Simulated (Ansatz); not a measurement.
# C₂H₈O₂S₂Zr: geometry optimisation

What shape does C₂H₈O₂S₂Zr take? The plan is to relax it, and look at its orbitals and charge.

Method: RKS PBE0-D4/def2-TZVP; program: Ansatz 0.2.0, Gaussian basis.

Levels to be run: relaxation at PBE0-D4/def2-TZVP; a single point in def2-TZVPP for the fields.

## (1) The starting structure

SMILES `C[O][Zr]([SH])([SH])[O]C`, 15 atoms, charge 0, spin multiplicity 1.

Atoms are counted from 1 here; the program's logs count them from 0.

Bond lengths: C1–O2 1.400 Å, C1–H8 1.098 Å, C1–H9 1.105 Å, C1–H10 1.112 Å, O2–Zr3 1.857 Å, Zr3–S4 2.461 Å, Zr3–S5 2.462 Å, Zr3–O6 1.861 Å, S4–H11 1.342 Å, S5–H12 1.343 Å, O6–C7 1.402 Å, C7–H13 1.110 Å, C7–H14 1.098 Å, C7–H15 1.105 Å. Angles: O2–C1–H8 109.4°, O2–C1–H9 110.5°, O2–C1–H10 110.7°, H8–C1–H9 108.2°, H8–C1–H10 108.3°, H9–C1–H10 109.7°, C1–O2–Zr3 120.8°, O2–Zr3–S4 119.8°, O2–Zr3–S5 103.7°, O2–Zr3–O6 119.7°, S4–Zr3–S5 104.4°, S4–Zr3–O6 106.8°, S5–Zr3–O6 99.0°, Zr3–S4–H11 91.6°, Zr3–S5–H12 92.6°, Zr3–O6–C7 120.4°, O6–C7–H13 110.3°, O6–C7–H14 109.2° and more.

As a file:

```
C     1.07430   -0.72191    1.95001
O     1.00731   -1.46331    0.76465
Zr    0.29755   -0.71924   -0.78217
S     0.41166   -1.96572   -2.90153
S     1.69337    1.27202   -1.16638
O    -1.37164    0.10187   -0.72920
C    -1.65829    1.06484    0.24875
H     1.86530   -1.13253    2.59197
H     0.11766   -0.78277    2.50025
H     1.31610    0.34172    1.73510
H    -0.74139   -1.42485   -3.32414
H     1.21557    1.44190   -2.41032
H    -0.83631    1.80832    0.31087
H    -2.58288    1.59113   -0.02287
H    -1.80830    0.58852    1.23501
```

The start is a GFN2-xTB geometry. Zr takes the def2 core potential; no spin-orbit term is included.

## (2) Geometry optimisation, PBE0-D4/def2-TZVP

in.yaml

```yaml
crystal:
  periodic: [false, false, false]
  atoms:
    - {symbol: C, position_ang: [1.074300, -0.721910, 1.950010]}
    - {symbol: O, position_ang: [1.007310, -1.463310, 0.764650]}
    - {symbol: Zr, position_ang: [0.297550, -0.719240, -0.782170]}
    - {symbol: S, position_ang: [0.411660, -1.965720, -2.901530]}
    - {symbol: S, position_ang: [1.693370, 1.272020, -1.166380]}
    - {symbol: O, position_ang: [-1.371640, 0.101870, -0.729200]}
    - {symbol: C, position_ang: [-1.658290, 1.064840, 0.248750]}
    - {symbol: H, position_ang: [1.865300, -1.132530, 2.591970]}
    - {symbol: H, position_ang: [0.117660, -0.782770, 2.500250]}
    - {symbol: H, position_ang: [1.316100, 0.341720, 1.735100]}
    - {symbol: H, position_ang: [-0.741390, -1.424850, -3.324140]}
    - {symbol: H, position_ang: [1.215570, 1.441900, -2.410320]}
    - {symbol: H, position_ang: [-0.836310, 1.808320, 0.310870]}
    - {symbol: H, position_ang: [-2.582880, 1.591130, -0.022870]}
    - {symbol: H, position_ang: [-1.808300, 0.588520, 1.235010]}
basis:
  gaussian: {orbitals: def2-TZVP}
hamiltonian: {xc: pbe0, dispersion: d4}
relax: {f_tol: 0.005, max_steps: 150}
```

The run is started by

```bash
> ansatz run in.yaml --threads 2 --pin off --events-out ev --progress --plain --max-ram 32768MiB --backend cuda --devices 0, --max-vram 18GiB
```

The runs that follow: A single point for the fields.

Before running them: what should the planned runs give, taken together? Wanted: point group; shift from the start; total energy; dispersion term; dipole moment; HOMO, LUMO.

The runs gave:

```
                  quantity            value
               point group               C1
                     steps               61
shift from the start (rms)          1.092 Å
              total energy   -29244.3676 eV
           dispersion term         -329 meV
             dipole moment           3.97 D
                HOMO, LUMO  -6.97, -0.98 eV
```

In words: The relaxed geometry lies 1.09 Å (rms) from the start; the bond that changed most is Zr3–O6, from 1.861 to 1.900 Å. No vibrations were run, so it is not proven to be a minimum. The largest Mulliken charge, +1.40 e, sits on Zr3. The HOMO lies mostly on S4, S5 about 42 % each and the LUMO on Zr3 59 %; S4 9 %.
